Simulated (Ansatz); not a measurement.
# HF/STO-3G run of B3H3O3 (SMILES B1OBOBO1)

What is the electronic atomisation energy of B3H3O3 at HF/STO-3G? 

The calculation is run with Ansatz 0.2.0.

53 further runs of the same task are left out: 3 that didn't finish, 50 set aside as unsound or not needed.

## (1) The structure to begin with

The species is B3H3O3 (9 atoms), meant as a singlet with charge 0. As SMILES, `B1OBOBO1`. Geometry: relaxed at PBE0-D4/def2-TZVP. This is one conformer, not always the lowest.

Bond lengths: B1–O2 1.372 Å, O2–B3 1.372 Å, B3–O4 1.372 Å, O4–B5 1.372 Å, B1–O6 1.372 Å, B5–O6 1.372 Å, B1–H7 1.190 Å, B3–H8 1.190 Å, B5–H9 1.190 Å. Some angles: B1–O2–B3 120.3°, O2–B1–O6 119.7°, O2–B3–O4 119.7°, B3–O4–B5 120.3°, O4–B5–O6 119.7°, B1–O6–B5 120.3°, O2–B1–H7 120.2°, O6–B1–H7 120.2°, O2–B3–H8 120.2°, O4–B3–H8 120.2°.

## (2) A single-point energy at HF/STO-3G

File run.yaml:

```yaml
crystal:
  periodic: [false, false, false]
  atoms:
    - {symbol: B, position_ang: [1.301600, 0.115800, -0.424700]}
    - {symbol: O, position_ang: [0.612800, -1.053500, -0.624800]}
    - {symbol: B, position_ang: [-0.686900, -1.172700, -0.202300]}
    - {symbol: O, position_ang: [-1.297400, -0.115400, 0.423200]}
    - {symbol: B, position_ang: [-0.614800, 1.056900, 0.626900]}
    - {symbol: O, position_ang: [0.684600, 1.168900, 0.201600]}
    - {symbol: H, position_ang: [2.429300, 0.216200, -0.792600]}
    - {symbol: H, position_ang: [-1.281900, -2.188700, -0.377500]}
    - {symbol: H, position_ang: [-1.147300, 1.972500, 1.170100]}
basis:
  gaussian:
    orbitals: STO-3G
hamiltonian:
  xc: hf
accuracy: high
output:
  orbitals: {seedname: orbitals}
```

Started as:

```
$ ansatz run run.yaml --threads 1 --pin off --max-ram 3480MiB --events-out events.jsonl --progress --plain --runs-dir runs
```

Log:

```text
Warning: RAYON_NUM_THREADS=1 ignored (pool sized by the plan → 1); use --threads N
Functional definition: HF
  name "HF"
  exchange = exact_x
  correlation = 0
734 factors; integrals over basis functions are off by at most 3.5e-8 eV
mean field evaluation 1: about -8071.3870 eV, gradient 3.2e1 eV
mean field evaluation 2: about -8071.5550 eV, gradient 3.2e1 eV
mean field evaluation 4: about -8075.0890 eV, gradient 1.7e0 eV
mean field evaluation 8: about -8075.1008 eV, gradient 2.6e-5 eV
mean field -8075.10075619 eV, -296.7544792901 hartree, gradient 2.7e-8 eV, S^2 0.000000; 0 other end points of the search recorded, 0 dependent functions left out
reference -8075.10075619 eV, -296.7544792901 hartree; 21, 21 occupied and 12, 12 virtual orbitals, 734 factors
Total energy: -8075.10075619 eV, -296.7544792901 hartree
```

Run time: 0.36 s. Hardware: 1 thread of Arm Neoverse V1, shared host.

## (3) The B atom at the same level

File input.yaml:

```yaml
crystal:
  periodic: [false, false, false]
  atoms:
    - symbol: B
      position_ang: [0.000000, 0.000000, 0.000000]
basis:
  gaussian:
    orbitals: STO-3G
magnetization:
  spin_polarized: true
  initial_magnetization: 1
hamiltonian:
  xc: hf
accuracy: high
```

Started as:

```
$ ansatz run input.yaml --threads 1 --pin off --max-ram 3480MiB --events-out events.jsonl --progress --plain --runs-dir runs
```

Log:

```text
Warning: RAYON_NUM_THREADS=1 ignored (pool sized by the plan → 1); use --threads N
[... 4 set-up lines as earlier in the session ...]
15 factors; integrals over basis functions are off by at most 8.9e-10 eV
mean field evaluation 1: about -657.1275 eV, gradient 2.3e-14 eV
mean field evaluation 2: about -655.6556 eV, gradient 5.8e0 eV
mean field evaluation 4: about -656.3328 eV, gradient 3.7e0 eV
mean field evaluation 8: about -657.1193 eV, gradient 1.7e-1 eV
mean field evaluation 16: about -655.6556 eV, gradient 5.8e0 eV
mean field -657.12745801 eV, -24.1489886649 hartree, gradient 0.0e0 eV, S^2 0.750000; 3 other end points of the search recorded, 0 dependent functions left out
reference -657.12745801 eV, -24.1489886649 hartree; 3, 2 occupied and 2, 3 virtual orbitals, 15 factors
Total energy: -657.12745801 eV, -24.1489886649 hartree
```

Wall time 0.04 s (1 thread of Arm Neoverse V1, shared host).

## (4) The H atom

File input.yaml:

```yaml
crystal:
  periodic: [false, false, false]
  atoms:
    - {symbol: H, position_ang: [0.000000, 0.000000, 0.000000]}
basis:
  gaussian: {orbitals: STO-3G}
magnetization: {spin_polarized: true, initial_magnetization: 1}
hamiltonian: {xc: hf}
accuracy: high
```

Run the same way, it converges to -0.46658 Eh (log not shown).

## (5) The O atom

File run.yaml:

```yaml
crystal:
  periodic: [false, false, false]
  atoms:
    - {symbol: O, position_ang: [0.000000, 0.000000, 0.000000]}
basis:
  gaussian: {orbitals: STO-3G}
accuracy: high
magnetization: {spin_polarized: true, initial_magnetization: 2}
hamiltonian: {xc: hf}
```

Run the same way, it converges to -73.80415 Eh (log not shown).

## (6) Results

At HF/STO-3G:

```
                     quantity          value
       molecule: total energy  -296.75448 Eh
        molecule: HOMO energy      -10.75 eV
        molecule: LUMO energy        7.32 eV
      molecule: HOMO–LUMO gap       18.07 eV
         B atom: total energy   -24.14899 Eh
                 B atom: ⟨S²⟩          0.750
         H atom: total energy    -0.46658 Eh
                 H atom: ⟨S²⟩          0.750
         O atom: total energy   -73.80415 Eh
                 O atom: ⟨S²⟩          2.000
electronic atomisation energy      40.690 eV
```

Taking the molecule apart into free atoms costs 40.69 eV (3926 kJ/mol), before zero-point energy and without spin-orbit coupling. Hartree–Fock lacks the correlation of the bonding pairs, which as a rule makes this value much too low; in minimal bases other errors can mask that. In a minimal basis such a difference can be off by several eV, whatever the method.
